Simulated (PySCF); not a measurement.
# Rh+: excitation energy in x2c-TZVPPall plus 1 even-tempered diffuse shell per l

Each state of rhodium is computed at each level; their differences give the excitation energy. How far do the methods differ?

Program: PySCF 2.14.0. Level of theory: unrestricted determinants in a Gaussian basis, no spin-orbit coupling in the energies. These are calculated values, not measurements, unless marked.

### 1 The system

| Item | Value |
| --- | --- |
| Element | rhodium (Z = 45) |
| Basis | x2c-TZVPPall with one added diffuse shell each of s, p, d, f type (9s7p7d3f1g, 95 functions) |
| Hamiltonian | the spin-free X2C one-electron Hamiltonian (Gaussian nucleus) |
| State 1 | Rh+: [Kr] 4d7 5p1, one real determinant (an excited configuration) |
| Needed too, but not shown | Rh+ [Kr] 4d8 (3F) |
| Methods | UHF, LDA, PBE, PBE0, r2SCAN, BLYP, PW91, r2SCAN0, wB97X, MP2 |
| Core shells frozen in the correlated runs | valence: [Kr]; valence and next inner shell: [Ar] 3d10 (for Rh+) |

Outer shells as boxes (Hund's rule):

Rh+ [Kr] 4d7 5p1
```
[Kr] core
4d [↑↓][↑↓][↑ ][↑ ][↑ ]
5p [↑ ][  ][  ]
```

One driver process ran all states and methods and kept the integrals in memory. Each run is shown as a PySCF script that sums up its settings (the driver passes frozen orbitals as a list and adds second-order terms of double hybrids); the logs are those of the runs themselves. The driver starts from symmetry-adapted Hartree-Fock orbitals, holds the occupation by maximum overlap and uses a logarithmic radial grid for functionals, so a plain start would take other cycles.

The integrals over 95 functions and the set-up took 5.4 s of CPU time.

### 2 Rh+ [Kr] 4d7 5p1: the ladder of methods

Level: UHF.

Input file input.py:

```python
from pyscf import gto, scf, dft, mp, cc
import basis_set_exchange as bse
mol = gto.M(atom="Rh 0 0 0", charge=1, spin=4, symmetry="D2h",
            basis=gto.basis.parse(bse.get_basis("x2c-TZVPPall", elements=["Rh"], fmt="nwchem", augment_diffuse=1)),
            nucmod="G")
mf = scf.UHF(mol).sfx2c1e()
mf.irrep_nelec = {'Ag': (8, 7), 'B1g': (2, 2), 'B2g': (2, 1), 'B3g': (2, 1), 'B1u': (3, 3), 'B2u': (4, 3), 'B3u': (3, 3)}
mf.kernel()
```

Level: LDA.

input.py differs from the last one in:

```diff
@@ -5,3 +5,3 @@
             nucmod="G")
-mf = scf.UHF(mol).sfx2c1e()
+mf = dft.UKS(mol, xc="LDA,VWN").sfx2c1e()
 mf.irrep_nelec = {'Ag': (8, 7), 'B1g': (2, 2), 'B2g': (2, 1), 'B3g': (2, 1), 'B1u': (3, 3), 'B2u': (4, 3), 'B3u': (3, 3)}
```

Level: PBE.

input.py differs from the last one in:

```diff
@@ -5,3 +5,3 @@
             nucmod="G")
-mf = dft.UKS(mol, xc="LDA,VWN").sfx2c1e()
+mf = dft.UKS(mol, xc="PBE").sfx2c1e()
 mf.irrep_nelec = {'Ag': (8, 7), 'B1g': (2, 2), 'B2g': (2, 1), 'B3g': (2, 1), 'B1u': (3, 3), 'B2u': (4, 3), 'B3u': (3, 3)}
```

Level: PBE0.

input.py differs from the last one in:

```diff
@@ -5,3 +5,3 @@
             nucmod="G")
-mf = dft.UKS(mol, xc="PBE").sfx2c1e()
+mf = dft.UKS(mol, xc="PBE0").sfx2c1e()
 mf.irrep_nelec = {'Ag': (8, 7), 'B1g': (2, 2), 'B2g': (2, 1), 'B3g': (2, 1), 'B1u': (3, 3), 'B2u': (4, 3), 'B3u': (3, 3)}
```

Level: r2SCAN.

input.py differs from the last one in:

```diff
@@ -5,3 +5,3 @@
             nucmod="G")
-mf = dft.UKS(mol, xc="PBE0").sfx2c1e()
+mf = dft.UKS(mol, xc="R2SCAN").sfx2c1e()
 mf.irrep_nelec = {'Ag': (8, 7), 'B1g': (2, 2), 'B2g': (2, 1), 'B3g': (2, 1), 'B1u': (3, 3), 'B2u': (4, 3), 'B3u': (3, 3)}
```

Level: BLYP.

input.py differs from the last one in:

```diff
@@ -5,3 +5,3 @@
             nucmod="G")
-mf = dft.UKS(mol, xc="R2SCAN").sfx2c1e()
+mf = dft.UKS(mol, xc="BLYP").sfx2c1e()
 mf.irrep_nelec = {'Ag': (8, 7), 'B1g': (2, 2), 'B2g': (2, 1), 'B3g': (2, 1), 'B1u': (3, 3), 'B2u': (4, 3), 'B3u': (3, 3)}
```

Level: PW91.

input.py differs from the last one in:

```diff
@@ -5,3 +5,3 @@
             nucmod="G")
-mf = dft.UKS(mol, xc="BLYP").sfx2c1e()
+mf = dft.UKS(mol, xc="PW91,PW91").sfx2c1e()
 mf.irrep_nelec = {'Ag': (8, 7), 'B1g': (2, 2), 'B2g': (2, 1), 'B3g': (2, 1), 'B1u': (3, 3), 'B2u': (4, 3), 'B3u': (3, 3)}
```

Level: r2SCAN0.

input.py differs from the last one in:

```diff
@@ -5,3 +5,3 @@
             nucmod="G")
-mf = dft.UKS(mol, xc="PW91,PW91").sfx2c1e()
+mf = dft.UKS(mol, xc="HYB_MGGA_XC_R2SCAN0").sfx2c1e()
 mf.irrep_nelec = {'Ag': (8, 7), 'B1g': (2, 2), 'B2g': (2, 1), 'B3g': (2, 1), 'B1u': (3, 3), 'B2u': (4, 3), 'B3u': (3, 3)}
```

Level: wB97X.

input.py differs from the last one in:

```diff
@@ -5,3 +5,3 @@
             nucmod="G")
-mf = dft.UKS(mol, xc="HYB_MGGA_XC_R2SCAN0").sfx2c1e()
+mf = dft.UKS(mol, xc="WB97X").sfx2c1e()
 mf.irrep_nelec = {'Ag': (8, 7), 'B1g': (2, 2), 'B2g': (2, 1), 'B3g': (2, 1), 'B1u': (3, 3), 'B2u': (4, 3), 'B3u': (3, 3)}
```

### 3 Rh+ [Kr] 4d7 5p1, continued

Level: MP2 (valence).

Changes to input.py since step 2:

```diff
@@ -5,4 +5,5 @@
             nucmod="G")
-mf = dft.UKS(mol, xc="WB97X").sfx2c1e()
+mf = scf.UHF(mol).sfx2c1e()
 mf.irrep_nelec = {'Ag': (8, 7), 'B1g': (2, 2), 'B2g': (2, 1), 'B3g': (2, 1), 'B1u': (3, 3), 'B2u': (4, 3), 'B3u': (3, 3)}
 mf.kernel()
+mp.UMP2(mf, frozen=18).kernel()
```

Level: MP2 (valence and next inner shell).

input.py differs from the last one in:

```diff
@@ -8,2 +8,2 @@
 mf.kernel()
-mp.UMP2(mf, frozen=18).kernel()
+mp.UMP2(mf, frozen=14).kernel()
```

Before running it: what results should come out?

As calculated:

| quantity | value |
| --- | --- |
| excitation energy, Rh+ → [Kr] 4d7 5p1 | UHF 6.135, MP2 (valence and next inner shell) 7.333 eV |

The methods span 1.595 eV, from UHF (6.135) to wB97X (7.730). No reference value is at hand in this session. The basis is finite, and no extrapolation was made.
